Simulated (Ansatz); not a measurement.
# Alloy of SnO2 and TiO2 (21 of 24 Sn sites exchanged), 72 atoms

Aim: relax the alloy cell and compare the gap by PBEsol and r²SCAN.

Method: density functional theory in Ansatz 0.2.0, PAW datasets, plane waves.

## Step 1: Starting point

72 atoms (21 Ti, 3 Sn, 48 O); a = 9.225 Å, b = 9.225 Å, c = 8.915 Å, α = 90.00°, β = 90.00°, γ = 90.00°. All atoms were shaken off their sites by about 0.02 Å along each axis.

Plan of the steps: (2) PBEsol cell relaxation at the single k point (¼, ¼, ¼), on 1 × NVIDIA GB300 Max-Q with 8 threads of Arm Neoverse-V2; (3) r²SCAN single point at the single k point (¼, ¼, ¼), on 1 × NVIDIA GB300 Max-Q with 8 threads of Arm Neoverse-V2.

## Step 2: PBEsol relaxation of the cell and the positions

The input, in.yaml:

```yaml
crystal:
  lattice:
    - [9.225460, 0.000000, 0.000000]
    - [0.000000, 9.225460, 0.000000]
    - [0.000000, 0.000000, 8.914975]
  atoms:
    - { symbol: Ti, position: [0.998146, 0.002400, 0.000222] }
    - { symbol: Ti, position: [0.998468, 0.003324, 0.336060] }
    - { symbol: Ti, position: [0.995945, 0.002568, 0.668975] }
    - { symbol: Ti, position: [0.998785, 0.500158, 0.995588] }
    - { symbol: Ti, position: [0.997709, 0.499536, 0.333211] }
    - { symbol: Ti, position: [0.001694, 0.498296, 0.668801] }
    - { symbol: Ti, position: [0.500401, 0.003749, 0.998087] }
    - { symbol: Ti, position: [0.494812, 0.002437, 0.337137] }
    - { symbol: Ti, position: [0.497850, 0.502824, 0.000109] }
    - { symbol: Ti, position: [0.499219, 0.497733, 0.332711] }
    - { symbol: Ti, position: [0.502394, 0.500233, 0.667303] }
    - { symbol: Ti, position: [0.247392, 0.253352, 0.166445] }
    - { symbol: Ti, position: [0.250174, 0.251082, 0.500565] }
    - { symbol: Ti, position: [0.247968, 0.249541, 0.832809] }
    - { symbol: Ti, position: [0.249683, 0.754279, 0.165180] }
    - { symbol: Ti, position: [0.251362, 0.752321, 0.501793] }
    - { symbol: Ti, position: [0.750781, 0.249556, 0.166166] }
    - { symbol: Ti, position: [0.750053, 0.253715, 0.499395] }
    - { symbol: Ti, position: [0.751389, 0.251525, 0.833646] }
    - { symbol: Ti, position: [0.749668, 0.748354, 0.500321] }
    - { symbol: Ti, position: [0.749690, 0.749794, 0.831854] }
    - { symbol: Sn, position: [0.503600, 0.997759, 0.665832] }
    - { symbol: Sn, position: [0.252407, 0.749675, 0.830483] }
    - { symbol: Sn, position: [0.748764, 0.750426, 0.168267] }
    - { symbol: O, position: [0.152559, 0.151972, 0.000669] }
    - { symbol: O, position: [0.156792, 0.151533, 0.329503] }
    - { symbol: O, position: [0.155066, 0.157190, 0.663159] }
    - { symbol: O, position: [0.151746, 0.647901, 0.000369] }
    - { symbol: O, position: [0.150771, 0.653872, 0.333416] }
    - { symbol: O, position: [0.151451, 0.652142, 0.662706] }
    - { symbol: O, position: [0.649817, 0.154674, 0.999122] }
    - { symbol: O, position: [0.651290, 0.152133, 0.336635] }
    - { symbol: O, position: [0.652274, 0.152990, 0.671988] }
    - { symbol: O, position: [0.654588, 0.649231, 0.002591] }
    - { symbol: O, position: [0.652791, 0.652105, 0.335775] }
    - { symbol: O, position: [0.651049, 0.657392, 0.665227] }
    - { symbol: O, position: [0.348064, 0.347107, 0.003483] }
    - { symbol: O, position: [0.344571, 0.345648, 0.336366] }
    - { symbol: O, position: [0.347542, 0.350935, 0.664525] }
    - { symbol: O, position: [0.346972, 0.847027, 0.003040] }
    - { symbol: O, position: [0.343942, 0.849321, 0.332177] }
    - { symbol: O, position: [0.347104, 0.850223, 0.664131] }
    - { symbol: O, position: [0.849846, 0.347689, 0.999170] }
    - { symbol: O, position: [0.848456, 0.345610, 0.336452] }
    - { symbol: O, position: [0.846972, 0.347746, 0.667806] }
    - { symbol: O, position: [0.844371, 0.844632, 0.999069] }
    - { symbol: O, position: [0.847940, 0.848633, 0.329702] }
    - { symbol: O, position: [0.850123, 0.845990, 0.666330] }
    - { symbol: O, position: [0.097475, 0.401840, 0.164925] }
    - { symbol: O, position: [0.093432, 0.403105, 0.497732] }
    - { symbol: O, position: [0.101346, 0.399389, 0.833130] }
    - { symbol: O, position: [0.097834, 0.901303, 0.164775] }
    - { symbol: O, position: [0.100458, 0.900798, 0.501371] }
    - { symbol: O, position: [0.098962, 0.900829, 0.830288] }
    - { symbol: O, position: [0.593910, 0.402175, 0.167399] }
    - { symbol: O, position: [0.596294, 0.401642, 0.497757] }
    - { symbol: O, position: [0.597613, 0.403673, 0.831823] }
    - { symbol: O, position: [0.593218, 0.903546, 0.162467] }
    - { symbol: O, position: [0.595076, 0.901401, 0.498995] }
    - { symbol: O, position: [0.598925, 0.905176, 0.830077] }
    - { symbol: O, position: [0.400059, 0.097589, 0.165089] }
    - { symbol: O, position: [0.401442, 0.096867, 0.501805] }
    - { symbol: O, position: [0.398545, 0.098144, 0.834493] }
    - { symbol: O, position: [0.397760, 0.598683, 0.165435] }
    - { symbol: O, position: [0.400939, 0.595307, 0.496082] }
    - { symbol: O, position: [0.397934, 0.601240, 0.828572] }
    - { symbol: O, position: [0.901044, 0.102214, 0.167587] }
    - { symbol: O, position: [0.903867, 0.095846, 0.501487] }
    - { symbol: O, position: [0.905739, 0.100079, 0.832339] }
    - { symbol: O, position: [0.901216, 0.597016, 0.167296] }
    - { symbol: O, position: [0.898662, 0.599617, 0.500029] }
    - { symbol: O, position: [0.902944, 0.596391, 0.833764] }
  symmetry: { detect: false }
kpoints:
  mp_grid: { grid: [1, 1, 1], shift: [0.25, 0.25, 0.25] }
hamiltonian:
  xc: pbesol
scf:
  occupations: { method: fermi_dirac, width: 0.01 }
relax:
  f_tol: 0.03
  max_steps: 80
  escape_saddle: false
  adjacent_minimum: "off"
  cell: { fix: [alpha, beta, gamma] }
output:
  forces: true
  eigenvalues: true
  populations: true
```

The run is started by

```console
$ ansatz run in.yaml --threads 8 --pin off --max-ram 118750MiB --runs-dir r --events-out ev --progress --plain --backend cuda --devices 0,
```

Further steps of the session: r²SCAN single point.

Q: Predict the outcome of this session. Wanted: for each run, top filled to lowest empty.

The runs gave:

```
             level        time  top filled to lowest empty (eV)
PBEsol, relaxation  16 s (GPU)                             2.28
            r²SCAN   5 s (GPU)                             2.68
```

| quantity | value |
| --- | --- |
| relaxation | 12 recorded steps, 2.27 eV gained |
| largest shift | 0.17 Å (Ti15) |
| relaxed cell | a = 9.243 Å, b = 9.248 Å, c = 8.925 Å, α = 90.00°, β = 90.00°, γ = 90.00° |
| mean bonds | O–Sn 2.048, O–Ti 1.961 Å |

**What this shows.** Relaxation gains 2.27 eV, with shifts up to 0.17 Å (Ti15), while the volume changes by +0.5 %. The mean lengths of the listed bonds run from O–Ti 1.96 Å to O–Sn 2.05 Å. With one k point the spacing samples only the states that fold onto it, so it can exceed the gap over the zone.
